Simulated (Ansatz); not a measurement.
## S, space group R-3m: a single point from a YAML input, step by step

Computed with the Ansatz DFT code, driven from Python.

Input file `input.yaml`:
```yaml
crystal:
  lattice:
    - [1.6385, 0.945988, 0.861333]
    - [-1.6385, 0.945988, 0.861333]
    - [0.0, -1.891977, 0.861333]
  atoms:
    - { symbol: S, position: [0.0, 0.0, 0.0] }
kpoints:
  mp_grid: { grid: [12, 12, 12] }
hamiltonian:
  xc: pbesol
scf:
  occupations: { method: cold, width: 0.05 }
basis:
  ecutwfc: "16 Ha"
output:
  stress: true
  eigenvalues: true
```

Notebook, run cell by cell (the value of a cell's last expression is shown):

In [1]:
```python
import warnings

import ansatz
import numpy as np

warnings.simplefilter("ignore", ansatz.DeckWarning)
```

In [2]:
```python
out = ansatz.Session.from_deck("input.yaml").plan(threads=1).execute()
r = out.report
```

In [3]:
```python
r["free_energy_ev"]
```
Out [3]:
```text
-881.4997438455675
```

In [4]:
```python
r["n_iterations"], r["closed_by"]
```
Out [4]:
```text
(5, 'deck_thresholds')
```

In [5]:
```python
energy = r["free_energy_ev"]
print("S: {:.6f} eV = {:.6f} Ry = {:.6f} Ha".format(energy, energy / 13.605693, energy / 27.211386))
print("Fermi level {:.4f} eV, {} k-points, {} symmetry operations".format(r["fermi_energy_ev"], r["n_kpoints"], r["n_symmetry_ops"]))
```
```text
S: -881.499744 eV = -64.789037 Ry = -32.394518 Ha
Fermi level 24.0428 eV, 189 k-points, 12 symmetry operations
```

In [6]:
```python
# the stress is positive in compression
sigma = r["stress_gpa"]
voigt = [sigma[0][0], sigma[1][1], sigma[2][2], sigma[1][2], sigma[0][2], sigma[0][1]]
print("stress xx yy zz yz xz xy (GPa, compression positive):", " ".join(f"{s:.3f}" for s in voigt))
print("P =", round(10 * float(np.mean(voigt[:3])), 2), "kbar")
```
```text
stress xx yy zz yz xz xy (GPa, compression positive): 205.516 205.516 203.235 0.000 -0.000 0.000
P = 2047.56 kbar
```

In [7]:
```python
gap = None if "band_edges_ev" not in r else r["band_edges_ev"][1] - r["band_edges_ev"][0]
print("gap on the k mesh:", "withheld (metal, or smearing too wide to tell)" if gap is None else f"{gap:.3f} eV")
print("lowest empty less highest filled band, by band count:", round(r["gap_by_band_count_ev"], 3), "eV")
```
```text
gap on the k mesh: withheld (metal, or smearing too wide to tell)
lowest empty less highest filled band, by band count: -14.575 eV
```

Total energies depend on the potentials; only differences at equal settings carry meaning. A total without «per atom» is that of the cell as typed. For a metal this k-point mesh is coarse: on a finer one energies can move by several to tens of meV an atom and pressures by half a GPa or more, differences at one mesh by less. Only differences from the Fermi energy are physical; the zero of the scale is a convention. A gap by band count of zero or less means overlapping bands, a metal. At these settings the cell as given stands under about 205 GPa, so it isn't at this functional's equilibrium volume and may be a high-pressure phase. This isn't the structure that S takes at ambient conditions. Levels are Kohn-Sham eigenvalues on this mesh. It ran for 1.6 s on 1 thread of Arm Neoverse V1, on a shared host, peak memory 0.31 GiB.

(Lines on the test bed's own set-up are left out of the output.)
